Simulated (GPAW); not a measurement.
**PtSe in GPAW: convergence with k mesh**

The system is PtSe.

```
CELL_PARAMETERS angstrom
0.00000 2.79841 2.79841
2.79841 0.00000 2.79841
2.79841 2.79841 0.00000
ATOMIC_POSITIONS crystal
Pt 0.50000 0.50000 0.50000
Se 0.00000 0.00000 0.00000
```

The cell comes from a database or a generator and needn't be the stable form of this composition.

* Program: GPAW 26.7.0
* Task: convergence study
* Functional: r2SCAN
* Potentials or basis: GPAW PAW data sets (gpaw-data 1.2.1)
* Cutoff: 600 eV
* Basis: pw
* k mesh: 2 × 2 × 2
* Occupations: fermi-dirac, width 0.05 eV
* Spin: no spin polarisation

These are the settings of the first run; the series varies k mesh, with any setting tied to it.

Hardware: 1 thread of Arm Neoverse V1, with other jobs on the host.

The values tried are 2 × 2 × 2, 3 × 3 × 3, 4 × 4 × 4, 5 × 5 × 5, 6 × 6 × 6, 8 × 8 × 8, 9 × 9 × 9, 11 × 11 × 11, loosest first. From which on does the pressure stay within 0.1 GPa of the tightest run that finished?

From 9 × 9 × 9 on.

| k mesh | energy less the tightest run, at zero smearing (meV/atom) | pressure (GPa) | SCF cycles | CPU time (s) | peak memory (GiB) |
| --- | --- | --- | --- | --- | --- |
| 2 × 2 × 2 | -101.37 | -19.53 | 13 | 14 | 0.29 |
| 3 × 3 × 3 | -124.64 | -16.43 | 13 | 16 | 0.29 |
| 4 × 4 × 4 | 87.44 | -15.28 | 12 | 26 | 0.29 |
| 5 × 5 × 5 | 53.99 | -16.20 | 13 | 33 | 0.29 |
| 6 × 6 × 6 | 8.85 | -16.25 | 13 | 50 | 0.3 |
| 8 × 8 × 8 | -9.94 | -16.73 | 13 | 87 | 0.31 |
| 9 × 9 × 9 | -4.57 | -16.51 | 13 | 100 | 0.31 |
| 11 × 11 × 11 | 0.00 | -16.53 | 13 | 160 | 0.33 |

Not settled before the last step: the energy (to 1 meV/atom). Meshes of other sizes hit other points, so gaps and Fermi surfaces needn't settle smoothly. The tightest run that finished is the yardstick and may itself not be fully converged.

Caveat, for the tightest run too: so large a pressure means that the cell lies far from this level's equilibrium, or that cutoff or potentials fall short; the potentials were made for another functional, which shifts forces and pressure. Spin-orbit coupling is left out, which matters for the levels of Pt.
